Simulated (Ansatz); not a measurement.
This script drives Ansatz's Python interface.

`ge_lattice.py`:
```python
# -*- coding: utf-8 -*-
"""Relaxed cell of Ge under several functionals."""

import ansatz as az
import numpy as np

def edges_and_angles(cell):
    cell = np.asarray(cell)
    a, b, c = np.linalg.norm(cell, axis=1)
    cosines = cell[1] @ cell[2] / (b * c), cell[0] @ cell[2] / (a * c), cell[0] @ cell[1] / (a * b)
    return (a, b, c, *np.degrees(np.arccos(cosines)))


def main():
    cell = (
        az.Lattice.of((0.0, 2.82891, 2.82891), (2.82891, 0.0, 2.82891), (2.82891, 2.82891, 0.0))
        .atom("Ge", (0.0, 0.0, 0.0))
        .atom("Ge", (0.25, 0.25, 0.25))
    )

    calculation = (
        cell.calculation()
        .basis(470)
        .kpoints(6)
        .occupations("gaussian", width=1.0)
        .scf(tolerance=1e-09, max_iterations=65)
        .relax(cell=True, force_tolerance=0.05, max_steps=30)
    )

    levels = [("pbe", "none"), ("r2scan", "d4"), ("lda", "none"), ("rpbe", "none")]
    print("level            a       b       c    alpha   beta  gamma  V/atom  steps")
    for name, dispersion in levels:
        seen = []
        run = calculation.functional(name, dispersion=dispersion).session().plan()
        out = run.execute(on_event=lambda e: seen.append(e) if e["event"] == "relax_step" else None)
        cell = out.lattice.cell_ang
        label = name if dispersion == "none" else f"{name}+{dispersion}"
        print("{:13s} {:7.4f} {:7.4f} {:7.4f} {:6.2f} {:6.2f} {:6.2f}".format(label, *edges_and_angles(cell)), f"{abs(np.linalg.det(cell)) / len(out.lattice.sites):7.3f} {len(seen):5d}")


if __name__ == "__main__":
    main()
```

It is started by `python ge_lattice.py`. How long does it take on 1 thread of Arm Neoverse V2, with other jobs on the host, and how much memory does it need?

It took about 22 s, with a peak of 0.49 GiB, for 4 runs of the engine.

`python ge_lattice.py` gives:
```text
level            a       b       c    alpha   beta  gamma  V/atom  steps
DeckWarning: relax.cell: scf.convergence.dr2_threshold = 1e-9 eV is looser than the 2e-10 eV advised for a relaxation that steers and ends on the stress (1e-10 eV for each atom of the cell: 2). What an SCF threshold leaves in a stress goes as its square root, and in the free energy as the threshold itself, and one threshold admits the most on a small cell: of the crystals measured, under no hybrid functional and no lock of the moments, on runs that ended without the residual-converged pass, on [...]
pbe            4.0928  4.0928  4.0928  60.00  60.00  60.00  24.238     5
DeckWarning: basis.ecutwfc = 470 eV is below the records' recommended 500 eV, and the density's cutoff is lower with it unless basis.ecutrho_ratio is high enough to keep the records' density cutoff: compare with a run at a higher cutoff
r2scan+d4      4.0087  4.0087  4.0087  60.00  60.00  60.00  22.776     4
lda            3.9877  3.9877  3.9877  60.00  60.00  60.00  22.419     4
rpbe           4.1343  4.1343  4.1343  60.00  60.00  60.00  24.983     5
```
(Warnings from the package without file and line, shortened.)

The input holds a mistake (the smearing width is far too large), so what it prints is no property of Ge. Forces vanish by symmetry, so the ions can't move, and the end may be a saddle. Dispersion corrections can be off by several per cent in the lattices of metals, and by several GPa in the pressure at a fixed cell. Edges and angles are those of the cell as typed, here a primitive one, not of the conventional cell.
